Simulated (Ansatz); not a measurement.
# C₃H₆AlFO: one species, many methods

How much do the methods differ for C₃H₆AlFO? The plan is to run it at one geometry with functionals of several rungs and with coupled cluster, and see how far each lands from CCSD(T) at the basis-set limit for the atomisation energy.

The runs use Ansatz 0.2.0, Gaussian basis; functionals in def2-TZVPP, the program's frozen cores in correlated methods.

Levels to be run: PBE-D4, r2SCAN-D4, PBE0-D4, B3LYP-D4, ωB97X-V, ωB97M-V, B2PLYP; CCSD(T)/def2-TZVPP; MP2/def2-QZVPP; extrapolation to the limit.

## 1. The geometry

All runs share one geometry, relaxed beforehand with PBE0-D4 in a triple-zeta def2 set.

SMILES `CO/C(F)=[CH]/[AlH2]`, 12 atoms, charge 0, spin multiplicity 1.

Atoms are counted from 1 here; the program's logs count them from 0.

Bond lengths: C1–O2 1.423 Å, C1–H7 1.087 Å, C1–H8 1.091 Å, C1–H9 1.091 Å, O2–C3 1.324 Å, C3–F4 1.336 Å, C3–C5 1.335 Å, C5–Al6 1.912 Å, C5–H10 1.086 Å, Al6–H11 1.588 Å, Al6–H12 1.586 Å. Angles: O2–C1–H7 105.3°, O2–C1–H8 111.2°, O2–C1–H9 111.2°, H7–C1–H8 109.8°, H7–C1–H9 109.8°, H8–C1–H9 109.5°, C1–O2–C3 119.3°, O2–C3–F4 112.3°, O2–C3–C5 125.7°, F4–C3–C5 122.0°, C3–C5–Al6 125.2°, C3–C5–H10 113.0°, Al6–C5–H10 121.8°, C5–Al6–H11 118.0°, C5–Al6–H12 121.5°, H11–Al6–H12 120.5°.

## 2. PBE-D4 (GGA)

Contents of in.yaml:

```yaml
crystal:
  periodic: [false, false, false]
  atoms:
    - {symbol: C, position_ang: [-1.538705, 0.946565, -1.602314]}
    - {symbol: O, position_ang: [-0.220836, 0.497873, -1.307540]}
    - {symbol: C, position_ang: [0.047608, 0.020385, -0.101749]}
    - {symbol: F, position_ang: [-1.020966, 0.037239, 0.699911]}
    - {symbol: C, position_ang: [1.233061, -0.435341, 0.309203]}
    - {symbol: Al, position_ang: [1.605910, -1.120652, 2.055142]}
    - {symbol: H, position_ang: [-1.501578, 1.285355, -2.634964]}
    - {symbol: H, position_ang: [-2.262260, 0.135489, -1.505493]}
    - {symbol: H, position_ang: [-1.828520, 1.773880, -0.952462]}
    - {symbol: H, position_ang: [1.998394, -0.382414, -0.459871]}
    - {symbol: H, position_ang: [3.082154, -1.618688, 2.361499]}
    - {symbol: H, position_ang: [0.482939, -1.194692, 3.172638]}
basis:
  gaussian: {orbitals: def2-TZVPP}
hamiltonian: {xc: pbe, dispersion: d4}
output: {forces: true, orbitals: {seedname: orbitals}}
```

Run with:

```bash
> ansatz run in.yaml --threads 4 --pin off --events-out ev --progress --plain --max-ram 10444MiB
```

After this run come: r2SCAN-D4 (meta-GGA); PBE0-D4 (hybrid); B3LYP-D4 (hybrid); ωB97X-V (range-separated); ωB97M-V (range-separated); B2PLYP (double hybrid); CCSD(T) in def2-TZVPP; MP2 in def2-QZVPP.

Q: Predict the results of all the runs planned. Wanted: atomisation energy, CCSD(T)/CBS; farthest; mean size of error, hybrid; mean size of error, range-separated; gap, smallest and largest; T1 diagnostic; triples share of the correlation energy.

**Answer**, as computed:

| quantity | value |
| --- | --- |
| atomisation energy, CCSD(T)/CBS | 46.460 eV |
| functionals within 0.232 eV (0.5 %) | PBE0-D4, B3LYP-D4, ωB97X-V |
| farthest | PBE-D4 (+1.336 eV) |
| mean size of error, hybrid | 0.131 eV |
| mean size of error, range-separated | 0.223 eV |
| gap, smallest and largest | 3.75 eV (PBE-D4), 9.78 eV (ωB97X-V) |
| T1 diagnostic | 0.0126 |
| triples share of the correlation energy | 3.8 % |

In words: PBE-D4 is off by +1.336 eV. Double hybrids carry the basis error of their MP2 part in triple zeta, and no dispersion term here, so their miss is partly the set-up's. Misses under about 0.232 eV are within the doubt on the reference itself, which lacks core-valence correlation, relativity and higher excitations. Hartree-Fock recovers 72 % of the binding; the rest is correlation. The gap grows from 3.8 to 9.8 eV across the functionals, mostly with the share of exact exchange.
